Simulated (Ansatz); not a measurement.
# Cr: the cost of one run

Computed with Ansatz 0.2.0 (DFT LDA, scalar-relativistic, unless a step's input says otherwise).

## Step 1: The system as given

Symmetry: Im-3m, No. 229, cubic system. The conventional cell has a = 2.884 Å, b = 2.884 Å, c = 2.884 Å, α = 90.00°, β = 90.00°, γ = 90.00°. Cr (site symmetry m-3m) has 8 Cr at 2.50 Å as nearest neighbours.

Structure file:

```
Cr
1.0
    -1.44195    1.44195    1.44195
     1.44195   -1.44195    1.44195
     1.44195    1.44195   -1.44195
Cr
1
Direct
  0.00000 0.00000 0.00000
```

## Step 2: The deformed structure

Space group Im-3m before, R-3m after.

## Step 3: Full-potential LAPW

Contents of input.yaml:

```yaml
crystal:
  lattice:
    - [-1.413111, 1.44195, 1.44195]
    - [1.44195, -1.413111, 1.44195]
    - [1.44195, 1.44195, -1.413111]
  atoms:
    - { symbol: Cr, position: [0.0, 0.0, 0.0], spin: 3.0 }
magnetization:
  spin_polarized: true
kpoints:
  mp_grid: { grid: [18, 18, 18] }
  band_path:
    path:
      - [0.0, 0.0, 0.0]
      - [0.0, 0.0, 0.5]
      - [-0.5, 0.5, 0.5]
      - [-0.7448729721, 0.2551270279, 0.2551270279]
      - [0.2551270279, 0.2551270279, 0.2551270279]
      - [0.0, 0.0, 0.0]
      - [-0.5, 0.0, 0.5]
    npoints: 5
scf:
  occupations: { method: fermi_dirac, width: 0.08 }
hamiltonian:
  xc: lda
  pseudopotentials: { kind: all_electron, lapw: { basis_error: 0.001 } }
output:
  forces: true
  stress: true
  eigenvalues: true
```

The run is started by

```sh
ansatz run input.yaml --threads 1 --pin off --max-ram 3072MiB --backend cpu --events-out ev --progress --plain --runs-dir out
```

What time and memory should one allow on 1 thread of Arm Neoverse V1, shared host?

About 94 s, with a peak of 0.77 GiB.
